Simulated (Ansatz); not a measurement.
# B₂O: an internal coordinate against the cell

How does the energy of B₂O (P-3m1, No. 164; 6 atoms in the cell) change over two coordinates at once? A grid of runs gives the map.

Program: Ansatz 0.2.0. Level of theory: DFT PBE+D3(BJ), scalar-relativistic, plane waves, PAW. These are calculated values, not measurements.

72 further runs of the same task are left out: 72 set aside as unsound or not needed.

### Step 1. Starting point

It takes space group P-3m1 (No. 164, trigonal). The conventional cell has a = 2.546 Å, b = 2.546 Å, c = 9.678 Å, α = 90.00°, β = 90.00°, γ = 120.00°. B (site symmetry 3m) is surrounded by 3 O at 1.57 Å and 1 B at 1.74 Å. Around B (site symmetry 3m) lie 3 B at 1.58 Å. O (site symmetry 3m) has 3 B at 1.57 Å as nearest neighbours.

Structure file:

```xyz
6
Lattice="2.5456 0.0000 0.0000 -1.2728 2.2045 0.0000 0.0000 0.0000 9.6777" Properties=species:S:1:pos:R:3 pbc="T T T"
B     0.0000    0.0000    3.9669
B     0.0000    0.0000    5.7108
B     1.2728    0.7348    0.2840
B     0.0000    1.4697    9.3937
O     1.2728    0.7348    3.4121
O     0.0000    1.4697    6.2655
```

This cell was relaxed beforehand with the same method: volume 9.05 Å³/atom, gap on the mesh none (metal).

### Step 2. Reference run

input.yaml

```yaml
crystal:
  lattice:
    - [2.5455823096, 0.0, 0.0]
    - [-1.2727911548, 2.2045389476, 0.0]
    - [0.0, 0.0, 9.6776733662]
  atoms:
    - { symbol: B, position: [0.0, 0.0, 0.4099026039] }
    - { symbol: B, position: [0.0, 0.0, 0.5900973961] }
    - { symbol: B, position: [0.6666666667, 0.3333333333, 0.0293462865] }
    - { symbol: B, position: [0.3333333333, 0.6666666667, 0.9706537135] }
    - { symbol: O, position: [0.6666666667, 0.3333333333, 0.3525784977] }
    - { symbol: O, position: [0.3333333333, 0.6666666667, 0.6474215023] }
basis:
  ecutwfc: 520.0
kpoints:
  mp_grid: { grid: [18, 18, 4] }
hamiltonian:
  xc: pbe
  dispersion: d3bj
scf:
  occupations: { method: gaussian, width: 0.15 }
output:
  forces: true
  stress: true
  eigenvalues: true
```

Run with:

```sh
> ansatz run input.yaml --threads 2 --pin off --max-ram 4096MiB --backend cpu --events-out ev --progress --plain --runs-dir out
```

Log, shortened:

```text
Warning: RAYON_NUM_THREADS=2 ignored (pool sized by the plan → 2); use --threads N
[...]
Pseudopotentials: kind: paw
Pseudopotential: B, paw, valence charge 3, recommended cutoff 420 eV (normal), B.paw.azcp
Pseudopotential: O, paw, valence charge 6, recommended cutoff 420 eV (normal), O.paw.azcp
Functional definition: PBE
[...]
Crystal: 6 atoms, lattice volume = 54.310 Å³
Basis set: ecut = 520 eV, 1463 PW (Γ), exchange–correlation on 40×40×144 points (8 copies of the dense FFT grid, shifted against one another)
Bands: 18, of which v1, the nominal top of the filled ones, is band 12 counted from 1 (11 counted from 0)
Symmetry: 12 space group operations
Space group: P-3m1 (ITA 164), of the structure as read, at distance tolerance 3.8e-5 Å
k-points: 138 of 1296
[...]
SCF iter   1: F=—  HF=-1757.195495 eV  |F-HF|=—  |Δ(HF+E_count)|=         —  Δρ=9.18e-3  dr2=4.14e-2  ethr=1.77e-3  ⟨swp⟩=6.0  Hψ=12856  notcnv=0
[...]
SCF iter   7: F=-1757.185096 eV  HF=-1757.185096 eV  |F-HF|=4.73e-9  |Δ(HF+E_count)|=   4.02e-7  Δρ=3.79e-6  dr2=4.37e-9  ethr=4.17e-10  ⟨swp⟩=10.1  Hψ=13065  notcnv=0
[...]
SCF converged after 7 iterations
Free energy (F): -1757.185096 eV
[...]
E sigma→0 (E₀):  -1757.178715 eV
Entropy (-TS):   -0.012763 eV (-2.127 meV/atom)
Fermi energy:    6.984842 eV
[...]
--- Forces (eV/Å), atoms counted from 1 ---
  atom   1  B     -0.00000000     0.00000000     0.00218720
  atom   2  B     -0.00000000    -0.00000000    -0.00218720
  atom   3  B      0.00000000    -0.00000000    -0.00438441
  atom   4  B      0.00000000     0.00000000     0.00438441
  atom   5  O      0.00000000     0.00000000    -0.00073959
  atom   6  O     -0.00000000    -0.00000000     0.00073959
[...]
--- Stress (GPa, compression-positive) ---
       -0.036395       0.000000       0.000000
        0.000000      -0.036395       0.000000
        0.000000       0.000000      -0.018896
  P = ⅓ Tr σ = -0.0306 GPa (-0.306 kbar)
--- Band table (eV; the first three rows and the last of 138) ---
  k-point 0: bands = ["-17.3829", "-16.8503", "-5.9472", "-4.2412", "-0.0614", "1.1125", "1.1125", "1.2108", "1.2108", "2.5164", "4.7838", "10.4608", "10.6772", "10.6772", "11.2525", "12.1906", "12.9812", "12.9812"]
[...]
```

It took 4.9 s on 2 threads of Arm Neoverse V1, shared host; peak memory 0.42 GiB.

### Step 3. Plan of the scan

Atoms count from 1 in the order of the input.

The energy is mapped over a free internal coordinate and the cell.

- shift of B3 along [0 0 1], its symmetry partners moved as symmetry demands (measured in the relaxed cell): 11 values from −0.189 to 0.189 Å
- volume per atom at fixed shape: 11 values from 7.784 to 10.319 Å³

Nothing else is relaxed (all other coordinates fixed). Energies count from the relaxed crystal. Points are written as (first, second).

Of the runs on the grid, 8 are shown in the steps below; the others differ only in the two coordinates.

### Step 4. The run at (0.189 Å, 9.812 Å³)

input.yaml

```yaml
crystal:
  lattice:
    - [2.614958379, 0.0, 0.0]
    - [-1.3074791895, 2.264620386, 0.0]
    - [0.0, 0.0, 9.9414239964]
  atoms:
    - { symbol: B, position: [0.0, 0.0, 0.4099026039] }
    - { symbol: B, position: [0.0, 0.0, 0.5900973961] }
    - { symbol: B, position: [0.6666666667, 0.3333333333, 0.0488757739] }
    - { symbol: B, position: [0.3333333333, 0.6666666667, 0.9511242261] }
    - { symbol: O, position: [0.6666666667, 0.3333333333, 0.3525784977] }
    - { symbol: O, position: [0.3333333333, 0.6666666667, 0.6474215023] }
basis:
  ecutwfc: 520.0
kpoints:
  mp_grid: { grid: [18, 18, 4] }
hamiltonian:
  xc: pbe
  dispersion: d3bj
scf:
  occupations: { method: gaussian, width: 0.15 }
output:
  forces: true
  stress: true
  eigenvalues: true
```

Run with:

```sh
> ansatz run input.yaml --threads 2 --pin off --max-ram 4096MiB --backend cpu --events-out ev --progress --plain --runs-dir out
```

Log, shortened:

```text
Warning: RAYON_NUM_THREADS=2 ignored (pool sized by the plan → 2); use --threads N
[...]
Pseudopotentials: kind: paw
Pseudopotential: B, paw, valence charge 3, recommended cutoff 420 eV (normal), B.paw.azcp
Pseudopotential: O, paw, valence charge 6, recommended cutoff 420 eV (normal), O.paw.azcp
Functional definition: PBE
[...]
Crystal: 6 atoms, lattice volume = 58.872 Å³
Basis set: ecut = 520 eV, 1561 PW (Γ), exchange–correlation on 40×40×150 points (8 copies of the dense FFT grid, shifted against one another)
Bands: 18, of which v1, the nominal top of the filled ones, is band 12 counted from 1 (11 counted from 0)
Symmetry: 12 space group operations
Space group: P-3m1 (ITA 164), of the structure as read, at distance tolerance 3.9e-5 Å
k-points: 138 of 1296
[...]
SCF iter   1: F=—  HF=-1756.255978 eV  |F-HF|=—  |Δ(HF+E_count)|=         —  Δρ=6.08e-3  dr2=1.42e-2  ethr=1.77e-3  ⟨swp⟩=5.2  Hψ=12142  notcnv=0
[...]
SCF converged after 7 iterations
Free energy (F): -1756.257404 eV
[...]
E sigma→0 (E₀):  -1756.252659 eV
Entropy (-TS):   -0.009491 eV (-1.582 meV/atom)
Fermi energy:    6.839326 eV
[...]
--- Forces (eV/Å), atoms counted from 1 ---
  atom   1  B      0.00000000     0.00000000     0.14072672
  atom   2  B      0.00000000    -0.00000000    -0.14072672
  atom   3  B     -0.00000000     0.00000000    -2.77456675
  atom   4  B      0.00000000     0.00000000     2.77456675
  atom   5  O      0.00000000     0.00000000     0.67306006
  atom   6  O     -0.00000000    -0.00000000    -0.67306006
[...]
--- Stress (GPa, compression-positive) ---
      -26.152752       0.000000      -0.000000
        0.000000     -26.152752       0.000000
       -0.000000      -0.000000     -13.254636
  P = ⅓ Tr σ = -21.8534 GPa (-218.534 kbar)
--- Band table (eV; the first three rows and the last of 138) ---
  k-point 0: bands = ["-17.4016", "-16.9489", "-6.0651", "-4.4421", "-0.5028", "0.5543", "0.5543", "0.6470", "0.6470", "1.9455", "3.8742", "7.5779", "9.5693", "10.4180", "11.1836", "11.1836", "11.8135", "11.8135"]
[...]
```

Wall time 5 s (2 threads of Arm Neoverse V1, shared host); peak memory 0.43 GiB.

That is 155 meV/atom from the zero.

### Step 5. The run at (−0.189 Å, 7.784 Å³)

input.yaml

```yaml
crystal:
  lattice:
    - [2.4207310644, 0.0, 0.0]
    - [-1.2103655322, 2.0964145975, 0.0]
    - [0.0, 0.0, 9.2030198593]
  atoms:
    - { symbol: B, position: [0.0, 0.0, 0.4099026039] }
    - { symbol: B, position: [0.0, 0.0, 0.5900973961] }
    - { symbol: B, position: [0.6666666667, 0.3333333333, 0.0098167991] }
    - { symbol: B, position: [0.3333333333, 0.6666666667, 0.9901832009] }
    - { symbol: O, position: [0.6666666667, 0.3333333333, 0.3525784977] }
    - { symbol: O, position: [0.3333333333, 0.6666666667, 0.6474215023] }
basis:
  ecutwfc: 520.0
kpoints:
  mp_grid: { grid: [18, 18, 4] }
hamiltonian:
  xc: pbe
  dispersion: d3bj
scf:
  occupations: { method: gaussian, width: 0.15 }
output:
  forces: true
  stress: true
  eigenvalues: true
```

Run with:

```sh
> ansatz run input.yaml --threads 2 --pin off --max-ram 4096MiB --backend cpu --events-out ev --progress --plain --runs-dir out
```

Log, shortened:

```text
[...]
SCF converged after 8 iterations
Free energy (F): -1755.437144 eV
[...]
E sigma→0 (E₀):  -1755.429583 eV
Entropy (-TS):   -0.015122 eV (-2.520 meV/atom)
Fermi energy:    7.657191 eV
[...]
--- Forces (eV/Å), atoms counted from 1 ---
  atom   1  B     -0.00000000    -0.00000000    -0.33973950
  atom   2  B     -0.00000000     0.00000000     0.33973950
  atom   3  B      0.00000000     0.00000000     2.32688215
  atom   4  B     -0.00000000    -0.00000000    -2.32688215
  atom   5  O     -0.00000000    -0.00000000    -1.63148798
  atom   6  O      0.00000000     0.00000000     1.63148798
[...]
--- Stress (GPa, compression-positive) ---
       70.229612      -0.000000       0.000000
        0.000000      70.229612       0.000000
        0.000000       0.000000      19.136794
  P = ⅓ Tr σ = 53.1987 GPa (531.987 kbar)
--- Band table (eV; the first three rows and the last of 138) ---
  k-point 0: bands = ["-17.1621", "-16.4524", "-5.1933", "-3.6725", "0.8312", "2.4793", "2.4793", "2.5895", "2.5895", "3.2222", "6.6213", "11.3884", "11.3884", "14.2132", "14.9095", "15.5183", "15.5183", "16.0661"]
[...]
```

It took 4.8 s on 2 threads of Arm Neoverse V1, shared host; peak memory 0.4 GiB.

Energy on the map's scale: 291 meV/atom.

### Step 6. Point (0.038 Å, 8.798 Å³)

input.yaml

```yaml
crystal:
  lattice:
    - [2.5215848518, 0.0, 0.0]
    - [-1.2607924259, 2.1837565395, 0.0]
    - [0.0, 0.0, 9.5864409761]
  atoms:
    - { symbol: B, position: [0.0, 0.0, 0.4099026039] }
    - { symbol: B, position: [0.0, 0.0, 0.5900973961] }
    - { symbol: B, position: [0.6666666667, 0.3333333333, 0.033252184] }
    - { symbol: B, position: [0.3333333333, 0.6666666667, 0.966747816] }
    - { symbol: O, position: [0.6666666667, 0.3333333333, 0.3525784977] }
    - { symbol: O, position: [0.3333333333, 0.6666666667, 0.6474215023] }
basis:
  ecutwfc: 520.0
kpoints:
  mp_grid: { grid: [18, 18, 4] }
hamiltonian:
  xc: pbe
  dispersion: d3bj
scf:
  occupations: { method: gaussian, width: 0.15 }
output:
  forces: true
  stress: true
  eigenvalues: true
```

Run with:

```sh
> ansatz run input.yaml --threads 2 --pin off --max-ram 4096MiB --backend cpu --events-out ev --progress --plain --runs-dir out
```

Log, shortened:

```text
[...]
SCF converged after 7 iterations
Free energy (F): -1757.167861 eV
[...]
E sigma→0 (E₀):  -1757.160895 eV
Entropy (-TS):   -0.013934 eV (-2.322 meV/atom)
Fermi energy:    7.580602 eV
[...]
--- Forces (eV/Å), atoms counted from 1 ---
  atom   1  B      0.00000000     0.00000000    -0.06770961
  atom   2  B      0.00000000    -0.00000000     0.06770961
  atom   3  B     -0.00000000    -0.00000000    -0.16389073
  atom   4  B      0.00000000     0.00000000     0.16389073
  atom   5  O     -0.00000000     0.00000000    -0.24692930
  atom   6  O      0.00000000    -0.00000000     0.24692930
[...]
--- Stress (GPa, compression-positive) ---
        2.103073       0.000000      -0.000000
       -0.000000       2.103073       0.000000
       -0.000000       0.000000       2.467745
  P = ⅓ Tr σ = 2.2246 GPa (22.246 kbar)
--- Band table (eV; the first three rows and the last of 138) ---
  k-point 0: bands = ["-17.3189", "-16.7556", "-5.7624", "-4.1130", "0.1001", "1.3785", "1.3785", "1.4789", "1.4789", "2.7660", "5.0992", "10.3859", "11.4863", "11.4863", "11.9514", "12.7775", "13.4655", "13.4655"]
[...]
```

Wall time 4.8 s (2 threads of Arm Neoverse V1, shared host); peak memory 0.41 GiB.

That is 2.9 meV/atom from the zero.

### Step 7. Grid point (0.151 Å, 8.291 Å³)

input.yaml

```yaml
crystal:
  lattice:
    - [2.4721865502, 0.0, 0.0]
    - [-1.2360932751, 2.1409763554, 0.0]
    - [0.0, 0.0, 9.3986408699]
  atoms:
    - { symbol: B, position: [0.0, 0.0, 0.4099026039] }
    - { symbol: B, position: [0.0, 0.0, 0.5900973961] }
    - { symbol: B, position: [0.6666666667, 0.3333333333, 0.0449698764] }
    - { symbol: B, position: [0.3333333333, 0.6666666667, 0.9550301236] }
    - { symbol: O, position: [0.6666666667, 0.3333333333, 0.3525784977] }
    - { symbol: O, position: [0.3333333333, 0.6666666667, 0.6474215023] }
basis:
  ecutwfc: 520.0
kpoints:
  mp_grid: { grid: [18, 18, 4] }
hamiltonian:
  xc: pbe
  dispersion: d3bj
scf:
  occupations: { method: gaussian, width: 0.15 }
output:
  forces: true
  stress: true
  eigenvalues: true
```

Run with:

```sh
> ansatz run input.yaml --threads 2 --pin off --max-ram 4096MiB --backend cpu --events-out ev --progress --plain --runs-dir out
```

Log, shortened:

```text
[...]
SCF converged after 7 iterations
Free energy (F): -1756.996013 eV
[...]
E sigma→0 (E₀):  -1756.991892 eV
Entropy (-TS):   -0.008242 eV (-1.374 meV/atom)
Fermi energy:    8.855743 eV
[...]
--- Forces (eV/Å), atoms counted from 1 ---
  atom   1  B     -0.00000000     0.00000000    -0.24100466
  atom   2  B     -0.00000000    -0.00000000     0.24100466
  atom   3  B     -0.00000000    -0.00000000    -0.89951126
  atom   4  B      0.00000000     0.00000000     0.89951126
  atom   5  O     -0.00000000     0.00000000    -0.77460061
  atom   6  O      0.00000000    -0.00000000     0.77460061
[...]
--- Stress (GPa, compression-positive) ---
        4.297598       0.000000       0.000000
        0.000000       4.297598       0.000000
        0.000000       0.000000       7.460118
  P = ⅓ Tr σ = 5.3518 GPa (53.518 kbar)
--- Band table (eV; the first three rows and the last of 138) ---
  k-point 0: bands = ["-17.1500", "-16.5178", "-5.3579", "-3.8100", "0.4398", "1.9898", "1.9898", "2.0948", "2.0948", "3.3124", "5.7281", "9.8625", "13.5115", "13.5649", "13.5649", "14.1806", "14.5362", "14.5362"]
[...]
```

Wall time 4.1 s (2 threads of Arm Neoverse V1, shared host); peak memory 0.41 GiB.

On the map this point reads 32 meV/atom.

[end of part 1 of 2]
